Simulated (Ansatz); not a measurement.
# MoTe2: a single-point run

The task is a single-point run on MoTe2. The structure is shown as the input types it. The cell is built on a prototype (CdCl2 type) and needn't be the phase found in nature.

Computed with Ansatz 0.2.0 (density functional or hybrid calculation with the settings of its input, plane waves (as first typed), unless a step's input says otherwise).

3 further runs of the same task are left out: 3 that didn't finish.

## Step 1: The starting structure

Symmetry: R-3m, No. 166, trigonal system. Conventional cell: a = 3.502 Å, b = 3.502 Å, c = 21.206 Å, α = 90.00°, β = 90.00°, γ = 120.00°. Mo (site symmetry -3m) has 6 Te at 2.73 Å as nearest neighbours. Te (site symmetry 3m) has 3 Mo at 2.73 Å as nearest neighbours.

Coordinates:

```
Mo Te
1.0
     1.75095    1.01091    7.06877
    -1.75095    1.01091    7.06877
     0.00000   -2.02183    7.06877
Mo Te
1 2
Direct
  0.00000 0.00000 0.00000
  0.24656 0.24656 0.24656
  0.75344 0.75344 0.75344
```

## Step 2: Input and run

The input, input.yaml:

```yaml
crystal:
  lattice:
    - [1.7509539888, 1.0109137567, 7.0687660149]
    - [-1.7509539888, 1.0109137567, 7.0687660149]
    - [0.0, -2.0218275135, 7.0687660149]
  atoms:
    - { symbol: Mo, position: [0.0, 0.0, 0.0] }
    - { symbol: Te, position: [0.2465646676, 0.2465646676, 0.2465646676] }
    - { symbol: Te, position: [0.7534353324, 0.7534353324, 0.7534353324] }
kpoints:
  mp_grid: { grid: [4, 4, 4] }
hamiltonian:
  xc: hse06
scf:
  occupations: { method: fermi_dirac, width: 0.02 }
  n_extra_bands: 4
  convergence: { dr2_threshold: 1.0 }
  max_iter: 66
output:
  forces: true
  stress: true
  eigenvalues: true
```

Command:

```bash
$ ansatz run input.yaml --threads 4 --pin off --max-ram 3686MiB --backend cpu --events-out ev --progress --plain --runs-dir out
```

**Question.** How will this run end, and is anything wrong with its input?

The run converged and reported no error, with warnings (force scf threshold loose, stress exchange threshold loose, stress scf threshold loose). Its log warns: «scf.convergence.dr2_threshold = 1e0 eV is looser than this run's default, which is 1e-7 eV or tighter. The error in the forces grows as the threshold's square root ...»

The threshold asked is loose, but the program put off the close and ended at dr2 = 2.7e-10, so little accuracy was lost here.

To check: delete scf.convergence.dr2_threshold (the default then holds).
